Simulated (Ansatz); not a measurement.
# CH3F3Sn (Sn(CF3)H3): the cost of one run

Computed with Ansatz 0.2.0. Level: RKS BHLYP-D4/def2-SVPD.

2 further runs of the same task are left out: 2 set aside as unsound or not needed.

### 1 Where the work starts

8 atoms, charge 0, spin multiplicity 1.

Atoms are counted from 1 here; the program's logs count them from 0.

Bond lengths: Sn1–C2 2.235 Å, Sn1–H6 1.718 Å, Sn1–H7 1.718 Å, Sn1–H8 1.718 Å, C2–F3 1.364 Å, C2–F4 1.364 Å, C2–F5 1.364 Å. Angles: C2–Sn1–H6 106.7°, C2–Sn1–H7 106.7°, C2–Sn1–H8 106.7°, H6–Sn1–H7 112.1°, H6–Sn1–H8 112.1°, H7–Sn1–H8 112.1°, Sn1–C2–F3 112.0°, Sn1–C2–F4 112.0°, Sn1–C2–F5 112.0°, F3–C2–F4 106.8°, F3–C2–F5 106.8°, F4–C2–F5 106.8°.

As a file:

```xyz
8

Sn   -0.0025    0.0035   -1.1240
C     0.0024   -0.0035    1.1106
F    -1.2549    0.1213    1.6257
F     0.7424    1.0216    1.6237
F     0.5235   -1.1582    1.6174
H     1.6416   -0.0290   -1.6217
H    -0.7967    1.4470   -1.6114
H    -0.8558   -1.4027   -1.6203
```

### 2 Relaxation

File input.yaml:

```yaml
crystal:
  periodic: [false, false, false]
  atoms:
    - { symbol: Sn, position_ang: [-0.002496, 0.003532, -1.123961] }
    - { symbol: C, position_ang: [0.002403, -0.003511, 1.11063] }
    - { symbol: F, position_ang: [-1.254924, 0.121268, 1.625663] }
    - { symbol: F, position_ang: [0.742364, 1.021648, 1.62367] }
    - { symbol: F, position_ang: [0.523476, -1.158226, 1.617392] }
    - { symbol: H, position_ang: [1.641614, -0.02903, -1.621689] }
    - { symbol: H, position_ang: [-0.796653, 1.446994, -1.611427] }
    - { symbol: H, position_ang: [-0.855784, -1.402686, -1.620278] }
basis:
  gaussian: { orbitals: def2-SVPD }
hamiltonian:
  xc: { name: BHLYP }
  dispersion: d4
output:
  forces: true
relax:
  f_tol: 0.003
  max_steps: 120
```

Command:

```sh
> ansatz run input.yaml --threads 1 --pin off --max-ram 2560MiB --backend cpu --events-out ev --progress --plain --runs-dir out
```

**Question.** How long does this run take on 1 thread of Arm Neoverse V1, shared host, and how much memory does it need?

About 1.7 min, with a peak of 0.41 GiB.
